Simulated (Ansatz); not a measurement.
# C5H13In: ionisation energy by level of theory

One table from this session's results is given with a row withheld; the runs are named, their logs left out.

Program: Ansatz 0.2.0, Gaussian basis. Level of theory: unrestricted cation, the program's frozen cores in correlated methods. These are calculated values, not measurements.

Levels to be run: UKS PBE-D4/def2-TZVPP; UKS r2SCAN-D4/def2-TZVPP; UKS PBE0-D4/def2-TZVPP; UKS B3LYP-D4/def2-TZVPP; UKS wB97X-V/def2-TZVPP; UKS wB97M-V/def2-TZVPP; UKS B2PLYP/def2-TZVPP; UHF-CCSD(T)/def2-TZVPP; UHF-MP2/def2-QZVPP; extrapolation to the limit; then −ε(HOMO) from the neutral's earlier runs with LDA (SPW92), PBE-D4, revPBE-D4, BLYP-D4, r2SCAN-D4, B97M-V, PBE0-D4, B3LYP-D4, r2SCANh-D4, r2SCAN0-D4, HSE06-D4, BHLYP-D4, CAM-B3LYP-D4, LC-ωPBE, ωB97X-V, ωB97M-V.

## The geometry

The geometry comes from an earlier relaxation with PBE0-D4 in a triple-zeta def2 set; it is a stationary point, not always the lowest conformer. In takes the def2 core potential; no spin-orbit term is included.

SMILES `C[CH2][InH][CH](C)C`, 19 atoms, charge 0, spin multiplicity 1.

Atoms are counted from 1 here; the program's logs count them from 0.

Bond lengths: C1–C2 1.523 Å, C1–H7 1.093 Å, C1–H8 1.096 Å, C1–H9 1.093 Å, C2–In3 2.173 Å, C2–H10 1.095 Å, C2–H11 1.096 Å, In3–C4 2.188 Å, In3–H12 1.745 Å, C4–C5 1.522 Å, C4–C6 1.524 Å, C4–H13 1.098 Å, C5–H14 1.092 Å, C5–H15 1.095 Å, C5–H16 1.098 Å, C6–H17 1.093 Å, C6–H18 1.095 Å, C6–H19 1.098 Å. Angles: C2–C1–H7 111.9°, C2–C1–H8 111.8°, C2–C1–H9 111.9°, H7–C1–H8 107.1°, H7–C1–H9 106.8°, H8–C1–H9 106.9°, C1–C2–In3 117.0°, C1–C2–H10 110.9°, C1–C2–H11 110.7°, In3–C2–H10 106.3°, In3–C2–H11 106.0°, H10–C2–H11 105.2°, C2–In3–C4 124.6°, C2–In3–H12 118.2°, C4–In3–H12 117.2°, In3–C4–C5 113.9°, In3–C4–C6 111.0°, In3–C4–H13 103.7° and more.

Geometry (Å):

```
C     1.0441   -1.6270   -1.8995
C     1.8394   -1.5280   -0.6049
In    1.2026   -0.0253    0.8305
C    -0.5816    1.2229    0.6143
C    -1.5351    0.7532   -0.4755
C    -1.2977    1.3860    1.9494
H    -0.0073   -1.8617   -1.7161
H     1.4376   -2.4071   -2.5608
H     1.0649   -0.6908   -2.4640
H     2.8962   -1.3279   -0.8106
H     1.8274   -2.4834   -0.0686
H     2.1716    0.2088    2.2628
H    -0.1807    2.2030    0.3238
H    -1.0555    0.6997   -1.4556
H    -1.9408   -0.2404   -0.2592
H    -2.3944    1.4313   -0.5661
H    -0.6366    1.7667    2.7322
H    -1.7124    0.4370    2.3059
H    -2.1418    2.0829    1.8619
```

The first run:

in.yaml reads:

```yaml
crystal:
  periodic: [false, false, false]
  atoms:
    - {symbol: C, position_ang: [1.044137, -1.626989, -1.899533]}
    - {symbol: C, position_ang: [1.839352, -1.527994, -0.604913]}
    - {symbol: In, position_ang: [1.202590, -0.025296, 0.830528]}
    - {symbol: C, position_ang: [-0.581563, 1.222865, 0.614261]}
    - {symbol: C, position_ang: [-1.535095, 0.753227, -0.475472]}
    - {symbol: C, position_ang: [-1.297661, 1.385996, 1.949406]}
    - {symbol: H, position_ang: [-0.007279, -1.861726, -1.716053]}
    - {symbol: H, position_ang: [1.437552, -2.407108, -2.560831]}
    - {symbol: H, position_ang: [1.064868, -0.690814, -2.463989]}
    - {symbol: H, position_ang: [2.896233, -1.327933, -0.810570]}
    - {symbol: H, position_ang: [1.827410, -2.483351, -0.068571]}
    - {symbol: H, position_ang: [2.171648, 0.208817, 2.262827]}
    - {symbol: H, position_ang: [-0.180664, 2.203014, 0.323803]}
    - {symbol: H, position_ang: [-1.055533, 0.699713, -1.455615]}
    - {symbol: H, position_ang: [-1.940802, -0.240379, -0.259214]}
    - {symbol: H, position_ang: [-2.394438, 1.431271, -0.566103]}
    - {symbol: H, position_ang: [-0.636551, 1.766714, 2.732231]}
    - {symbol: H, position_ang: [-1.712383, 0.437047, 2.305944]}
    - {symbol: H, position_ang: [-2.141829, 2.082908, 1.861866]}
basis:
  gaussian: {orbitals: def2-TZVPP}
total_charge: 1
magnetization: {spin_polarized: true, initial_magnetization: 1}
hamiltonian: {xc: pbe, dispersion: d4}
```

Launch:

```console
> ansatz run in.yaml --threads 2 --pin off --events-out ev --progress --plain --max-ram 22528MiB --backend cuda --devices 0, --max-vram 18GiB
```

Steps of the session up to this table: Cation, UKS PBE-D4/def2-TZVPP; Cation, UKS r2SCAN-D4/def2-TZVPP; Cation, UKS PBE0-D4/def2-TZVPP; Cation, UKS B3LYP-D4/def2-TZVPP; Cation, UKS wB97X-V/def2-TZVPP; Cation, UKS wB97M-V/def2-TZVPP; Cation, UKS B2PLYP (frozen core)/def2-TZVPP; Cation, UHF-CCSD(T)/def2-TZVPP; Cation, UHF-MP2/def2-QZVPP.

One table of the session follows, with a row left open; its other results are not shown here.

Orbital estimates, from the neutral's runs:

```
  functional  −ε(HOMO) (eV)
 LDA (SPW92)           5.47
      PBE-D4              ?
   revPBE-D4           5.27
     BLYP-D4           5.20
   r2SCAN-D4           5.50
      B97M-V           5.58
     PBE0-D4           6.40
    B3LYP-D4           6.22
  r2SCANh-D4           5.91
  r2SCAN0-D4           6.53
    HSE06-D4           6.01
    BHLYP-D4           7.40
CAM-B3LYP-D4           7.68
     LC-ωPBE           8.96
     ωB97X-V           8.63
     ωB97M-V           8.53
```

Estimate the missing values for PBE-D4.

**Answer.** −ε(HOMO) (eV): 5.33. In the column «−ε(HOMO) (eV)» it lies between revPBE-D4 (5.27) and LDA (SPW92) (5.47).
